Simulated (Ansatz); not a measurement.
# In (sc type): the cost of one run

Program: Ansatz 0.2.0. Level of theory: DFT PBEsol, with the methods named in each step. These are calculated values, not measurements.

This is In in the simple cubic structure; at room conditions it is tetragonal.

1 further run of the same task is left out (it didn't finish). Runs told in other sessions of the task aren't counted.

### Step 1. The system as given

The structure is cubic, space group Pm-3m (No. 221). Conventional cell: a = 3.012 Å, b = 3.012 Å, c = 3.012 Å, α = 90.00°, β = 90.00°, γ = 90.00°. In (site symmetry m-3m) has 6 In at 3.01 Å in its first shell of neighbours.

Structure file:

```cif
data_structure
_symmetry_space_group_name_H-M 'Pm-3m'
_symmetry_Int_Tables_number 221
_cell_length_a 3.0122
_cell_length_b 3.0122
_cell_length_c 3.0122
_cell_angle_alpha 90.000
_cell_angle_beta 90.000
_cell_angle_gamma 90.000
_cell_volume 27.33
loop_
_atom_site_label
_atom_site_type_symbol
_atom_site_symmetry_multiplicity
_atom_site_Wyckoff_symbol
_atom_site_fract_x
_atom_site_fract_y
_atom_site_fract_z
_atom_site_occupancy
In1 In 1 a 0.00000 0.00000 0.00000 1
```

The file gives the conventional cell by its symmetry; the runs use the cell typed in the input.

Whether this phase is the stable one at these pressures isn't tested.

### Step 2. The reference volume, LAPW

input.yaml reads:

```yaml
crystal:
  lattice:
    - [3.0122200346, 0.0, 0.0]
    - [0.0, 3.0122200346, 0.0]
    - [0.0, 0.0, 3.0122200346]
  atoms:
    - { symbol: In, position: [0.0, 0.0, 0.0] }
kpoints:
  mp_grid: { grid: [14, 14, 14] }
  band_path:
    path:
      - [0.0, 0.0, 0.0]
      - [0.0, 0.5, 0.0]
      - [0.5, 0.5, 0.0]
      - [0.0, 0.0, 0.0]
      - [0.5, 0.5, 0.5]
      - [0.0, 0.5, 0.0]
      - [0.5, 0.5, 0.5]
      - [0.5, 0.5, 0.0]
    npoints: 14
scf:
  occupations: { method: fermi_dirac, width: 0.05 }
hamiltonian:
  xc: pbesol
  pseudopotentials: { kind: all_electron, lapw: { basis_error: 0.001 } }
output:
  forces: true
  stress: true
  eigenvalues: true
  populations: true
  dos: { projected: true, de: 0.2, e_range: [-14, 8] }
```

On the command line:

```
ansatz run input.yaml --threads 1 --pin off --max-ram 2048MiB --backend cpu --events-out ev --progress --plain --runs-dir out
```

What time and memory should one allow on 1 thread of Arm Neoverse N1, shared host?

About 17 s, with a peak of 0.3 GiB.
